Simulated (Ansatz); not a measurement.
# YSb: the cost of one run

Program: the Python package of Ansatz 0.2.0. Level of theory: DFT PBEsol, plane waves, PAW. These are calculated values, not measurements.

The COD entry's cell or inner coordinates are ideal or old and differ from later refinements, so a difference from it is no clean test against experiment.

## 1. The system

It takes space group Fm-3m (No. 225, cubic). The conventional cell has a = 6.190 Å, b = 6.190 Å, c = 6.190 Å, α = 90.00°, β = 90.00°, γ = 90.00°. Y (site symmetry m-3m) is surrounded by 6 Sb at 3.10 Å. Sb (site symmetry m-3m) is surrounded by 6 Y at 3.10 Å.

No structure file is read: the coordinates are typed or built in the script.

## 2. The script

Input file bands_ysb.py:

```python
"""Band structure of YSb."""

from collections import Counter
import json
import warnings

import ansatz as az
import numpy as np

XC = "PBEsol"
SMEARING = "cold"
SMEARING_WIDTH = 0.1
N_EMPTY = 10

warnings.simplefilter("ignore", az.DeckWarning)

ysb = (
    az.Lattice.of((0.0, 3.095, 3.095), (3.095, 0.0, 3.095), (3.095, 3.095, 0.0))
    .atom("Y", (0.5, 0.5, 0.5))
    .atom("Sb", (0.0, 0.0, 0.0))
)

# high-symmetry points in fractions of the reciprocal vectors
path = [
    ("K", (0.375, 0.375, 0.75)),
    ("G", (0.0, 0.0, 0.0)),
    ("L", (0.5, 0.5, 0.5)),
    ("W", (0.5, 0.25, 0.75)),
    ("X", (0.5, 0.0, 0.5)),
]
job = ysb.calculation()
job = job.functional(XC).basis(38 * az.Ry)
job = job.kpoints(11, center="gamma")
job = job.occupations(SMEARING, width=SMEARING_WIDTH).band_structure([point for _, point in path], intervals=8)
job = job.scf(extra_bands=N_EMPTY)
res = job.run(events_out="events.ndjson")
report = res.report
with open("events.ndjson") as stream:
    kinds = Counter(json.loads(line)["event"] for line in stream)
print("events:", {kind: kinds[kind] for kind in ("scf_iter", "scf_done", "notice", "finished")})

energy = report["free_energy_ev"]
print("F of the YSb cell: {:.6f} eV = {:.6f} Ry = {:.6f} Ha".format(energy, energy / 13.605693, energy / 27.211386))
print("Fermi level {:.4f} eV, {} k-points, {} symmetry operations".format(report["fermi_energy_ev"], report["n_kpoints"], report["n_symmetry_ops"]))

bands = res.band_structure()
fermi = bands.fermi_energy_ev
print(f"zero of the bands: {fermi:.3f} eV, the Fermi level found on the SCF mesh")
for spin, channel in enumerate(bands.channels):
    print("channel", spin, "- computed levels within 8 eV of the Fermi level")
    for i, (label, _) in enumerate(path):
        levels = channel.eigenvalues_ev[i * 8] - fermi
        print(f"  {label:3s}", " ".join(f"{e:7.3f}" for e in levels if abs(e) < 8))
```

## 3. What the engine is handed

The engine receives this input:

```yaml
crystal:
  lattice:
    - [0.0, 3.095, 3.095]
    - [3.095, 0.0, 3.095]
    - [3.095, 3.095, 0.0]
  atoms:
    - { symbol: "Y", position: [0.5, 0.5, 0.5] }
    - { symbol: Sb, position: [0.0, 0.0, 0.0] }
basis:
  ecutwfc: 517.016338673772
kpoints:
  mp_grid:
    grid: [11, 11, 11]
    shift: [0.0, 0.0, 0.0]
  band_path:
    path:
      - [0.375, 0.375, 0.75]
      - [0.0, 0.0, 0.0]
      - [0.5, 0.5, 0.5]
      - [0.5, 0.25, 0.75]
      - [0.5, 0.0, 0.5]
    npoints: 8
hamiltonian:
  xc: pbesol
scf:
  n_extra_bands: 10
  occupations:
    method: cold
    width: 0.1
```

## 4. The run

Launch:

```bash
$ python bands_ysb.py
```

Q: Estimate wall time and peak memory on 1 thread of Arm Neoverse V2, shared host.

About 6.9 s, with a peak of 0.45 GiB.
